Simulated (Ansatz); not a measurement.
# ClFH6Si3: up Jacob's ladder to CCSD(T)

An exercise on one series of results from a longer session: the logs are not shown, and one member is left open.

Program: Ansatz 0.2.0, Gaussian basis. Level of theory: functionals in def2-TZVPP, the program's frozen cores in correlated methods. These are calculated values, not measurements.

Plan: PBE-D4, r2SCAN-D4, PBE0-D4, B3LYP-D4, ωB97X-V, ωB97M-V, B2PLYP; CCSD(T)/def2-TZVPP; MP2/def2-QZVPP; extrapolation to the limit.

## Structure used throughout

An earlier PBE0-D4 in a triple-zeta def2 set relaxation fixed the geometry.

SMILES `F[SiH](Cl)[SiH2][SiH3]`, 11 atoms, charge 0, spin multiplicity 1.

Atoms are counted from 1 here; the program's logs count them from 0.

Bond lengths: F1–Si2 1.598 Å, Si2–Cl3 2.048 Å, Si2–Si4 2.337 Å, Si2–H6 1.482 Å, Si4–Si5 2.340 Å, Si4–H7 1.489 Å, Si4–H8 1.488 Å, Si5–H9 1.486 Å, Si5–H10 1.487 Å, Si5–H11 1.487 Å. Angles: F1–Si2–Cl3 107.8°, F1–Si2–Si4 109.3°, F1–Si2–H6 107.1°, Cl3–Si2–Si4 110.6°, Cl3–Si2–H6 107.3°, Si4–Si2–H6 114.6°, Si2–Si4–Si5 110.0°, Si2–Si4–H7 107.3°, Si2–Si4–H8 108.6°, Si5–Si4–H7 110.6°, Si5–Si4–H8 111.1°, H7–Si4–H8 109.1°, Si4–Si5–H9 109.6°, Si4–Si5–H10 109.3°, Si4–Si5–H11 110.5°, H9–Si5–H10 109.0°, H9–Si5–H11 109.3°, H10–Si5–H11 109.0°.

Set-up of the first run:

File in.yaml:

```yaml
crystal:
  periodic: [false, false, false]
  atoms:
    - {symbol: F, position_ang: [-2.293297, 1.137955, -0.144736]}
    - {symbol: Si, position_ang: [-0.857353, 1.507414, -0.740696]}
    - {symbol: Cl, position_ang: [-1.130426, 2.185022, -2.654173]}
    - {symbol: Si, position_ang: [0.495540, -0.397728, -0.729260]}
    - {symbol: Si, position_ang: [0.584692, -1.301684, 1.427307]}
    - {symbol: H, position_ang: [-0.332796, 2.641137, 0.056323]}
    - {symbol: H, position_ang: [1.852220, 0.020004, -1.179118]}
    - {symbol: H, position_ang: [-0.059236, -1.379891, -1.699433]}
    - {symbol: H, position_ang: [-0.773899, -1.737687, 1.841692]}
    - {symbol: H, position_ang: [1.072198, -0.265281, 2.375909]}
    - {symbol: H, position_ang: [1.507956, -2.466263, 1.466686]}
basis:
  gaussian: {orbitals: def2-TZVPP}
hamiltonian: {xc: pbe, dispersion: d4}
output: {forces: true, orbitals: {seedname: orbitals}}
```

Run with:

```bash
$ ansatz run in.yaml --threads 4 --pin off --events-out ev --progress --plain --max-ram 10444MiB
```

Steps of the session up to this table: PBE-D4 (GGA); r2SCAN-D4 (meta-GGA); PBE0-D4 (hybrid); B3LYP-D4 (hybrid); ωB97X-V (range-separated); ωB97M-V (range-separated); B2PLYP (double hybrid); CCSD(T) in def2-TZVPP; MP2 in def2-QZVPP.

One table of the session follows, with a row left open; its other results are not shown here.

```
            method  atomisation energy (kJ/mol)
            PBE-D4                       3412.2
         r2SCAN-D4                       3441.6
           PBE0-D4                       3393.4
          B3LYP-D4                            ?
           ωB97X-V                       3469.2
           ωB97M-V                       3434.5
            B2PLYP                       3372.7
     HF/def2-TZVPP                       2618.7
    MP2/def2-TZVPP                       3360.1
   CCSD/def2-TZVPP                       3306.1
CCSD(T)/def2-TZVPP                       3344.4
           MP2/CBS                       3461.3
       CCSD(T)/CBS                       3445.7
```

Q: Estimate the row for B3LYP-D4 from the others.

**Answer.** atomisation energy (kJ/mol): 3414.7. In the column «atomisation energy (kJ/mol)» it lies between PBE-D4 (3412.2) and ωB97M-V (3434.5).
